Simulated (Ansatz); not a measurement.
**C₄H₁₃AlSi: small, medium and large basis sets**

One table from this session's results is given with a row withheld; the runs are named, their logs left out.

The runs use Ansatz 0.2.0, Gaussian basis; one geometry, several basis sets.

Plan: PBE0-D4/def2-SVP; ωB97M-V/def2-SVP; PBE0-D4/def2-QZVPP; ωB97M-V/def2-QZVPP; the functionals' def2-TZVPP values are taken from earlier runs.

1 further run of the same task is left out (it didn't finish). Runs told in other sessions of the task aren't counted.

## Structure used throughout

All runs share one geometry, relaxed beforehand with PBE0-D4 in a triple-zeta def2 set.

SMILES `C[Si](C)(C)[CH2][AlH2]`, 19 atoms, charge 0, spin multiplicity 1.

Atoms are counted from 1 here; the program's logs count them from 0.

Bond lengths: C1–Si2 1.877 Å, C1–H7 1.094 Å, C1–H8 1.093 Å, C1–H9 1.094 Å, Si2–C3 1.877 Å, Si2–C4 1.877 Å, Si2–C5 1.870 Å, C3–H10 1.094 Å, C3–H11 1.093 Å, C3–H12 1.093 Å, C4–H13 1.094 Å, C4–H14 1.094 Å, C4–H15 1.093 Å, C5–Al6 1.948 Å, C5–H16 1.099 Å, C5–H17 1.099 Å, Al6–H18 1.592 Å, Al6–H19 1.591 Å. Angles: Si2–C1–H7 111.2°, Si2–C1–H8 111.1°, Si2–C1–H9 111.2°, H7–C1–H8 107.5°, H7–C1–H9 108.0°, H8–C1–H9 107.6°, C1–Si2–C3 109.1°, C1–Si2–C4 109.4°, C1–Si2–C5 109.1°, C3–Si2–C4 109.1°, C3–Si2–C5 111.0°, C4–Si2–C5 109.1°, Si2–C3–H10 111.3°, Si2–C3–H11 111.1°, Si2–C3–H12 111.1°, H10–C3–H11 107.8°, H10–C3–H12 107.8°, H11–C3–H12 107.7° and more.

The first run:

Contents of in.yaml:

```yaml
crystal:
  periodic: [false, false, false]
  atoms:
    - {symbol: C, position_ang: [-0.734187, -1.751509, -0.091425]}
    - {symbol: Si, position_ang: [0.356282, -0.225655, -0.166919]}
    - {symbol: C, position_ang: [2.156359, -0.755807, -0.130844]}
    - {symbol: C, position_ang: [0.021340, 0.701664, -1.763943]}
    - {symbol: C, position_ang: [-0.044126, 0.886155, 1.282187]}
    - {symbol: Al, position_ang: [-1.878311, 1.530016, 1.407600]}
    - {symbol: H, position_ang: [-0.581289, -2.301786, 0.841480]}
    - {symbol: H, position_ang: [-0.513701, -2.434029, -0.916687]}
    - {symbol: H, position_ang: [-1.793095, -1.485277, -0.157258]}
    - {symbol: H, position_ang: [2.396236, -1.405516, -0.977366]}
    - {symbol: H, position_ang: [2.822048, 0.110519, -0.175363]}
    - {symbol: H, position_ang: [2.386130, -1.304157, 0.786855]}
    - {symbol: H, position_ang: [0.624665, 1.611869, -1.827281]}
    - {symbol: H, position_ang: [-1.031438, 0.987881, -1.842270]}
    - {symbol: H, position_ang: [0.261726, 0.085495, -2.634604]}
    - {symbol: H, position_ang: [0.612608, 1.767676, 1.267866]}
    - {symbol: H, position_ang: [0.189774, 0.371691, 2.224950]}
    - {symbol: H, position_ang: [-2.967967, 1.141478, 0.314318]}
    - {symbol: H, position_ang: [-2.324852, 2.464690, 2.615103]}
basis:
  gaussian: {orbitals: def2-SVP}
hamiltonian: {xc: pbe0, dispersion: d4}
output: {orbitals: {seedname: orbitals}}
```

Started as:

```bash
ansatz run in.yaml --threads 4 --pin off --events-out ev --progress --plain --max-ram 11315MiB
```

Steps of the session up to this table: PBE0-D4 in def2-SVP; ωB97M-V in def2-SVP; PBE0-D4 in def2-QZVPP; ωB97M-V in def2-QZVPP.

One table of the session follows, with a row left open; its other results are not shown here.

It belongs to the step «Density functionals: the series». 

```
functional       basis  HOMO (eV)  LUMO (eV)
   PBE0-D4    def2-SVP      -7.58      -1.26
   PBE0-D4  def2-TZVPP      -7.59      -1.30
   PBE0-D4  def2-QZVPP      -7.60      -1.33
   ωB97M-V    def2-SVP          ?          ?
   ωB97M-V  def2-TZVPP      -9.78       0.25
   ωB97M-V  def2-QZVPP      -9.78       0.07
```

**Question.** Estimate the row for ωB97M-V, def2-SVP.

**Answer.** HOMO (eV): -9.74; LUMO (eV): 0.39. In the column «HOMO (eV)» it lies between ωB97M-V, def2-QZVPP (-9.78) and PBE0-D4, def2-QZVPP (-7.60).
